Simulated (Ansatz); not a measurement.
# GeCN (doublet): wave-function methods side by side at a displaced geometry (v1), cc-pVDZ

Aim: climb from Hartree-Fock through coupled cluster for GeCN (doublet) at one geometry and basis, and see what each rung misses.

Computed with Ansatz 0.2.0, Gaussian basis. Level: cc-pVDZ, core rule «outside noble gas», up to 16 orbitals frozen.

The runs, in order: UHF; CCSD(T) on ROHF; CCSD(T) on UHF; BCCD(T) on ROHF; CISD; CCSDT(Q) on ROHF; CCSDT(Q) on UHF.

24 further runs of the same task are left out: 6 for a known fault of the program, 7 that didn't finish, 11 set aside as unsound or not needed.

## (1) The geometry

The geometry is a PBE0/def2-TZVP stationary point (not a proven minimum) with its atoms shifted at random (size 0.040 Å). No spin-orbit coupling is included. The filled d shell of Ge may be among the frozen orbitals whatever the setting's name suggests; the logs give the count.

3 atoms, charge 0, spin multiplicity 2.

Atoms are counted from 1 here; the program's logs count them from 0.

Bond lengths: C1–N2 1.169 Å, N2–Ge3 1.819 Å. Angles: C1–N2–Ge3 176.9°.

## (2) UHF

The input, in.yaml:

```yaml
crystal:
  periodic: [false, false, false]
  atoms:
    - {symbol: C, position_ang: [-0.015433, -0.009008, -1.384827]}
    - {symbol: N, position_ang: [-0.016266, -0.025151, -0.216080]}
    - {symbol: Ge, position_ang: [0.031698, 0.034159, 1.600907]}
basis:
  gaussian: {orbitals: cc-pVDZ}
magnetization: {spin_polarized: true, initial_magnetization: 1}
hamiltonian: {xc: hf}
output: {orbitals: {seedname: orbitals}}
```

Command:

```sh
$ ansatz run in.yaml --threads 1 --pin off --events-out ev --progress --plain --max-ram 2393MiB
```

Further steps of the session: CCSD(T) on ROHF; CCSD(T) on UHF; BCCD(T) on ROHF; CISD; CCSDT(Q) on ROHF; CCSDT(Q) on UHF.

Q: Predict the results of all the runs planned. Wanted: UCCSDT(Q) below the RHF energy; RMP2 from UCCSDT(Q); UMP2 from UCCSDT(Q); RCCSD from UCCSDT(Q); RCCSD(T) from UCCSDT(Q); UCCSD(T) from UCCSDT(Q); RCCSDT(Q) from UCCSDT(Q); T1 diagnostic.

**Answer**, as computed:

| quantity | value |
| --- | --- |
| UCCSDT(Q) below the RHF energy | -9.6431 eV |
| RMP2 from UCCSDT(Q) | +1050.9 meV |
| UMP2 from UCCSDT(Q) | +1072.5 meV |
| RCCSD from UCCSDT(Q) | +445.7 meV |
| RCCSD(T) from UCCSDT(Q) | +55.8 meV |
| UCCSD(T) from UCCSDT(Q) | +54.1 meV |
| RCCSDT(Q) from UCCSDT(Q) | +5.6 meV |
| levels within 1 kcal/mol (43 meV) | RCCSDT, UCCSDT, RCCSDT(Q) |
| T1 diagnostic | 0.021 |

In words: RCCSD(T) lands +55.8 meV from the yardstick (0.6 % of the correlation energy). These misses are within one basis, not against nature; the frozen cores of restricted and unrestricted runs differ, which can shift their rows.
